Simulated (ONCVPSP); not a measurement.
# Pseudopotential generation for Pm: ONCV, PBE

Aim: build the potential from the settings below, then test how well it stands in for the atom: other configurations, scattering, ghost states and the plane-wave cutoff that it needs.

The numbers are computed with ONCVPSP 4.0.1.1 (patched build) (PBE, scalar-relativistic, spin-unpolarised reference atom).

### 1 The design

The settings as typed:

* element: promethium (Pm, Z = 61)
* type: optimised norm-conserving Vanderbilt (ONCV)
* frozen core: [Xe]
* valence charge: 7
* reference configuration: 4f4 5d1 6s2
* partial waves: 6s: rc 3.90 bohr, ncon 4, nbas 8, qcut 1.5 1/bohr, 1 projector; p scattering state at 0.26 Ha: rc 3.50 bohr, ncon 4, nbas 8, qcut 2.1 1/bohr, 2 projectors, debl 3.1 Ha; 5d: rc 3.95 bohr, ncon 4, nbas 9, qcut 4.9 1/bohr, 3 projectors, debl 2.3 Ha; 4f: rc 0.90 bohr, ncon 3, nbas 7, qcut 18.2 1/bohr, 2 projectors, debl 0.4 Ha
* local potential: polynomial inside 0.60 bohr (lpopt 5, dvloc0 4 Ha)
* core correction: polynomial model core, fcfact 0.3

The outer shells as boxes (Hund's rule for the drawing; the calculation is spin-unpolarised):

```
[Xe] core
4f [↑ ][↑ ][↑ ][↑ ][  ][  ][  ]
5d [↑ ][  ][  ][  ][  ]
6s [↑↓]
```

An earlier all-electron run gives the scale for the radii.

All-electron outer shells of the reference configuration (PBE, scalar-relativistic, ld1.x):

```csv
shell,level (eV),outermost node (bohr),outermost maximum (bohr)
5p,-25.34,0.75,1.44
4f,-7.48,–,0.62
6s,-3.93,1.70,3.54
5d,-2.84,0.85,2.04
6p,-1.34,2.03,4.72
```

### 2 The generation run

Input file Pm.dat:

```
# ATOM AND REFERENCE CONFIGURATION
# atsym  z   nc   nv     iexc    psfile
  Pm 61.00   11    3        4      upf
#
#   n    l    f
    1    0    2.00
    2    0    2.00
    2    1    6.00
    3    0    2.00
    3    1    6.00
    3    2   10.00
    4    0    2.00
    4    1    6.00
    4    2   10.00
    5    0    2.00
    5    1    6.00
    4    3    4.00
    5    2    1.00
    6    0    2.00
#
# PSEUDOPOTENTIAL AND OPTIMIZATION
# lmax
    3
#
#   l,   rc,      ep,       ncon, nbas, qcut
    0    3.90    0.00    4    8    1.50
    1    3.50    0.26    4    8    2.10
    2    3.95    0.00    4    9    4.90
    3    0.90    0.00    3    7   18.20
#
# LOCAL POTENTIAL
# lloc, lpopt,  rc(5),   dvloc0
    4    5    0.60    4.00
#
# VANDERBILT-KLEINMAN-BYLANDER PROJECTORs
# l, nproj, debl
    0    1    1.50
    1    2    3.10
    2    3    2.30
    3    2    0.40
#
# MODEL CORE CHARGE
# icmod, fcfact, rcfact
    1    0.30    0.00
#
# LOG DERIVATIVE ANALYSIS
# epsh1, epsh2, depsh
   -2.00    5.00    0.02
#
# OUTPUT GRID
# rlmax, drl
    6.00    0.01
#
# TEST CONFIGURATIONS
# ncnf
    4
# nvcnf
#   n    l    f
    3
    4    3    5.00
    5    2    0.00
    6    0    2.00
#
    3
    4    3    5.00
    5    2    0.00
    6    0    1.00
#
    3
    4    3    5.00
    5    2    0.00
    6    0    0.00
#
    3
    4    3    6.00
    5    2    0.00
    6    0    0.00
#
```

Run with:

```console
$ oncvpsp.x < Pm.dat > Pm.out
```

Before running it: what results should come out? Wanted: cutoffs for 1 and 0.1 mHa per electron, occupied waves; bound ghosts; GHOST(+) flags; largest test error; largest phase difference near zero energy, channels read; rms error of d²Exc/dn², without and with the model core; projector energies reset by the program.

As calculated:

```
                                                quantity                                                                         value
  cutoffs for 1 and 0.1 mHa per electron, occupied waves                                                             137 Ha and 150 Ha
                                            bound ghosts  s at -1011.07 eV, s at -257.77 eV, s at -7.19 eV, p at -531.47 eV and 1 more
                                          GHOST(+) flags                                                                   d at 132 eV
                            largest test error (AE − PS)                                  -721 meV, for 4f5 5d0 6s0 (2 tests unsolved)
largest phase difference near zero energy, channels read                                                                     3.039 rad
 rms error of d²Exc/dn², without and with the model core                                                           20.41 and 16.32 mHa
                 projector energies reset by the program                                                            p: 0.050, 3.150 Ha
```

**Reading.** It has a bound ghost (s, p), a state that the atom doesn't have, and that rules the file out. By total energies transferability is poor: the largest error is 721 meV on 14.4 eV, for 4f5 5d0 6s0. Of the tests 2 gave no usable energy difference, which is a warning in itself. It counts as very hard, with 137 Ha needed at the looser tolerance. At the looser tolerance the 4f wave is the slowest; 5d needs 6 Ha. Near zero energy the largest phase difference among the channels read is 3.04 rad, in the s channel. A step near π is an extra or missing state, not a misfit of shape. The pseudo curves have a pole with no partner nearby in the atom's: s at -0.27 Ha. The program also flags highly localised states, GHOST(+) (d). These are tests on the free atom; a crystal test is still owed.
